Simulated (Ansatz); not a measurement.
# C₂H₄BFO₂: one species, many methods

An exercise on one series of results from a longer session: the logs are not shown, and one member is left open.

The runs use Ansatz 0.2.0, Gaussian basis; functionals in def2-TZVPP, the program's frozen cores in correlated methods.

The runs, in order: PBE-D4, r2SCAN-D4, PBE0-D4, B3LYP-D4, ωB97X-V, ωB97M-V, B2PLYP; CCSD(T)/def2-TZVPP; MP2/def2-QZVPP; extrapolation to the limit.

## Structure used throughout

The geometry comes from an earlier relaxation with PBE0-D4 in a triple-zeta def2 set; it is a stationary point, not always the lowest conformer.

SMILES `BC(F)OC=O`, 10 atoms, charge 0, spin multiplicity 1.

Atoms are counted from 1 here; the program's logs count them from 0.

Bond lengths: B1–C2 1.567 Å, B1–H7 1.192 Å, B1–H8 1.191 Å, C2–F3 1.373 Å, C2–O4 1.414 Å, C2–H9 1.105 Å, O4–C5 1.347 Å, C5–O6 1.191 Å, C5–H10 1.098 Å. Angles: C2–B1–H7 118.2°, C2–B1–H8 119.8°, H7–B1–H8 121.8°, B1–C2–F3 114.6°, B1–C2–O4 112.0°, B1–C2–H9 107.4°, F3–C2–O4 107.6°, F3–C2–H9 106.6°, O4–C2–H9 108.3°, C2–O4–C5 116.1°, O4–C5–O6 125.9°, O4–C5–H10 108.8°, O6–C5–H10 125.4°.

Set-up of the first run:

Input file in.yaml:

```yaml
crystal:
  periodic: [false, false, false]
  atoms:
    - {symbol: B, position_ang: [0.273460, -1.771558, 0.251343]}
    - {symbol: C, position_ang: [-0.034554, -0.254498, 0.491870]}
    - {symbol: F, position_ang: [0.304502, 0.207235, 1.739226]}
    - {symbol: O, position_ang: [0.604036, 0.573944, -0.459484]}
    - {symbol: C, position_ang: [-0.052051, 1.699922, -0.801149]}
    - {symbol: O, position_ang: [-1.137938, 2.014955, -0.427989]}
    - {symbol: H, position_ang: [0.259483, -2.178250, -0.868799]}
    - {symbol: H, position_ang: [0.419745, -2.499895, 1.181827]}
    - {symbol: H, position_ang: [-1.127111, -0.119650, 0.391897]}
    - {symbol: H, position_ang: [0.573429, 2.276595, -1.495840]}
basis:
  gaussian: {orbitals: def2-TZVPP}
hamiltonian: {xc: pbe, dispersion: d4}
output: {forces: true, orbitals: {seedname: orbitals}}
```

Started as:

```
ansatz run in.yaml --threads 4 --pin off --events-out ev --progress --plain --max-ram 10444MiB
```

Steps of the session up to this table: PBE-D4 (GGA); r2SCAN-D4 (meta-GGA); PBE0-D4 (hybrid); B3LYP-D4 (hybrid); ωB97X-V (range-separated); ωB97M-V (range-separated); B2PLYP (double hybrid); CCSD(T) in def2-TZVPP; MP2 in def2-QZVPP.

One table of the session follows, with a row left open; its other results are not shown here.

It belongs to the step «Atomisation energies». 

```
            method  atomisation energy (kJ/mol)
            PBE-D4                       4188.9
         r2SCAN-D4                       4063.4
           PBE0-D4                       4053.2
          B3LYP-D4                       4032.1
           ωB97X-V                       4045.0
           ωB97M-V                       4050.5
            B2PLYP                       3998.4
     HF/def2-TZVPP                            ?
    MP2/def2-TZVPP                       4045.0
   CCSD/def2-TZVPP                       3829.5
CCSD(T)/def2-TZVPP                       3908.9
           MP2/CBS                       4152.3
       CCSD(T)/CBS                       4016.2
```

Estimate the missing values for HF/def2-TZVPP.

**Answer.** atomisation energy (kJ/mol): 2821.2. In the column «atomisation energy (kJ/mol)» it is the lowest.
